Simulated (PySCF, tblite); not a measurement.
**C3H9B2ClO: geometry, infrared bands and NMR shifts**

What infrared bands and NMR shifts should C3H9B2ClO (`BBO[C@H](C)CCl`) show?

Computed with tblite 0.8.0 and PySCF 2.14.0, with density-fitted response routines of our own, on a single molecule in the gas phase. Atoms count from 0, in the outputs and in this text.

## 1. Starting geometry

16 atoms, charge 0, multiplicity 1; geometry from: force field or distance geometry start.

Bonds of the start (Å): B0–B1 1.68, B1–O2 1.46, O2–C3 1.39, C3–C4 1.51, C3–C5 1.53, C5–Cl6 1.76, B0–H7 1.17, B0–H8 1.20, B1–H9 1.21, C3–H10 1.13, C4–H11 1.10, C4–H12 1.12, C4–H13 1.11, C5–H14 1.10, C5–H15 1.13.

## 2. Relaxing the molecule with GFN2-xTB

Job settings and geometry (Å):

```
{"job": {"kind": "relax", "xc": "GFN2-xTB", "basis": "xTB"}, "charge": 0, "multiplicity": 1}
B      3.230500    -0.083000    -0.098400
B      1.635900    -0.309500     0.388300
O      0.539700     0.133800    -0.464100
C     -0.645700    -0.076000     0.229900
C     -1.594300    -1.030900    -0.453300
C     -1.313900     1.280100     0.459800
Cl    -2.792700     0.961600     1.355300
H      3.931000    -1.004500    -0.257400
H      3.544900     0.976100    -0.561800
H      1.471200    -0.240800     1.585800
H     -0.403000    -0.533600     1.237200
H     -1.189900    -2.056500    -0.518600
H     -2.559900    -0.992300     0.105500
H     -1.788500    -0.613800    -1.461100
H     -1.487700     1.708400    -0.543800
H     -0.585300     1.889900     1.068100
```

Run with:

```console
$ OMP_NUM_THREADS=1 python probes_run.py task.json out
```

One launch serves the whole session: the jobs run in the order shown.

**Question.** This job is followed by: GFN2-xTB harmonic vibrations, gas phase; GIAO PBE0/pcSseg-1 NMR shielding, non-relativistic, gas phase. Predict these results of the whole session: strongest single infrared mode (GFN2-xTB); zero-point energy (GFN2-xTB); ¹³C shifts against TMS (PBE0/pcSseg-1); ¹H shifts against TMS (PBE0/pcSseg-1, means over atoms taken as alike); ¹¹B shifts against BF3·OEt2 (PBE0/pcSseg-1); ¹⁷O shifts against H2O (PBE0/pcSseg-1); ³⁵Cl shifts against HCl (PBE0/pcSseg-1); surface potential, 1st and 99th percentile.

The runs gave:

```
                                                              quantity                                   value
                             strongest single infrared mode (GFN2-xTB)                   1288 cm⁻¹, 260 km/mol
                                          zero-point energy (GFN2-xTB)                           74.7 kcal/mol
                                ¹³C shifts against TMS (PBE0/pcSseg-1)                    87.9, 54.7, 22.1 ppm
¹H shifts against TMS (PBE0/pcSseg-1, means over atoms taken as alike)  9.49, 6.45, 4.09, 3.53, 3.45, 1.58 ppm
                           ¹¹B shifts against BF3·OEt2 (PBE0/pcSseg-1)                         102.1, 59.9 ppm
                                ¹⁷O shifts against H2O (PBE0/pcSseg-1)                               245.5 ppm
                               ³⁵Cl shifts against HCl (PBE0/pcSseg-1)                                  71 ppm
                                 surface potential, 1st and 99th percentile                      -0.71 V and 1.50 V
```

Over 69 steps the energy fell by 1.040 eV; of the close pairs, B1–O2 changed most, 1.458 to 1.338 Å. All 42 modes are real, so the xTB geometry is a minimum. The strongest single mode, at 1288 cm⁻¹, moves mainly B1 and O2. GFN2-xTB is a fitted tight-binding method: band positions and strengths are rough. Its intensities can rank the bands wrongly. C3 (sp3 CH bonded to O) lies farthest downfield among carbon, at 87.9 ppm; pulled downfield by the heteroatom. At PBE0/pcSseg-1: Shielding is most anisotropic at O2 (span 377 ppm, paramagnetic term -306 ppm). At PBE0/pcSseg-1, counted by nearest atom on the grid, the HOMO lies on B0, B1 about 22 % each; H9 22 %, the LUMO on B0 55 %; H7, H8 about 15 % each.
